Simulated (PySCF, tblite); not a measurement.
# C₄H₁₃BN₂: geometry, infrared bands and NMR shifts

Wanted: the infrared bands and NMR shifts of C₄H₁₃BN₂ (`[BH3-][N@@H+](C)[C@H]1C[C@@H]1N`), by calculation.

Computed with tblite 0.8.0 and PySCF 2.14.0, with density-fitted response routines of our own, on a single molecule in the gas phase. Atoms count from 0, in the outputs and in this text.

## (1) The starting structure

20 atoms, charge 0, multiplicity 1; geometry from: force field or distance geometry start.

Bonds of the start (Å): B0–N1 1.55, N1–C2 1.42, N1–C3 1.44, C3–C4 1.54, C4–C5 1.53, C5–N6 1.45, C5–C3 1.49, B0–H7 1.18, B0–H8 1.18, B0–H9 1.20, N1–H10 1.05, C2–H11 1.10, C2–H12 1.13, C2–H13 1.12, C3–H14 1.12, C4–H15 1.10, C4–H16 1.11, C5–H17 1.11, N6–H18 1.03, N6–H19 1.03.

## (2) Optimising the geometry with GFN2-xTB

The job: settings as JSON, then the geometry in Å.

```
{"job": {"kind": "relax", "xc": "GFN2-xTB", "basis": "xTB"}, "charge": 0, "multiplicity": 1}
B     -1.744100    -0.769500     0.635000
N     -0.924000     0.000100    -0.427100
C     -1.677000     1.161200    -0.753000
C      0.331200     0.277100     0.226600
C      1.030400    -1.049100     0.568100
C      1.637300    -0.044300    -0.413800
N      2.882100     0.486800     0.097000
H     -1.697100    -1.927400     0.412800
H     -2.846900    -0.343600     0.713900
H     -1.232200    -0.625900     1.711700
H     -0.790100    -0.615500    -1.263100
H     -1.511400     2.029100    -0.104900
H     -2.770800     0.893100    -0.632100
H     -1.557500     1.424500    -1.839400
H      0.371200     1.034600     1.054900
H      1.477300    -1.185200     1.562800
H      0.689700    -1.964400     0.030600
H      1.673700    -0.306400    -1.490100
H      2.925600     1.514900     0.159700
H      3.727400     0.020600    -0.252700
```

The run is started by

```
> OMP_NUM_THREADS=1 python probes_run.py task.json out
```

This one command runs all jobs of the session in turn.

**Question.** This job is followed by: GFN2-xTB harmonic vibrations, gas phase; GIAO PBE0/pcSseg-1 NMR shielding, non-relativistic, gas phase. Predict these results of the whole session: strongest single infrared mode (GFN2-xTB); zero-point energy (GFN2-xTB); 13C shifts against TMS (PBE0/pcSseg-1); 1H shifts against TMS (PBE0/pcSseg-1, means over atoms taken as alike); 11B shifts against BF3·OEt2 (PBE0/pcSseg-1); 15N shifts against NH3 (PBE0/pcSseg-1).

**Answer**, as computed:

| quantity | value |
| --- | --- |
| strongest single infrared mode (GFN2-xTB) | 2429 cm⁻¹, 320 km/mol |
| zero-point energy (GFN2-xTB) | 108.8 kcal/mol |
| 13C shifts against TMS (PBE0/pcSseg-1) | 49.1, 43.3, 35.5, 19.9 ppm |
| 1H shifts against TMS (PBE0/pcSseg-1, means over atoms taken as alike) | 2.65, 2.40, 2.08, 1.98, 1.51, 1.12, 1.07, 0.70 ppm |
| 11B shifts against BF3·OEt2 (PBE0/pcSseg-1) | -20.0 ppm |
| 15N shifts against NH3 (PBE0/pcSseg-1) | 68.1, 43.0 ppm |

In words: Over 133 steps the energy fell by 1.336 eV; of the close pairs, B0–N1 changed most, 1.547 to 1.650 Å. All 54 modes are real, so the xTB geometry is a minimum. The strongest single mode, at 2429 cm⁻¹, moves mainly H8. Unscaled tight-binding wavenumbers are off by several per cent, some by more. Its intensities can rank the bands wrongly. The most deshielded hydrogen is H11, H12, H13 (mean) (hydrogen on a methyl carbon bonded to N), at 2.65 ppm: its carbon carries N, an electronegative neighbour. At PBE0/pcSseg-1: Shielding is most anisotropic at C3 (span 102 ppm, paramagnetic term -110 ppm).
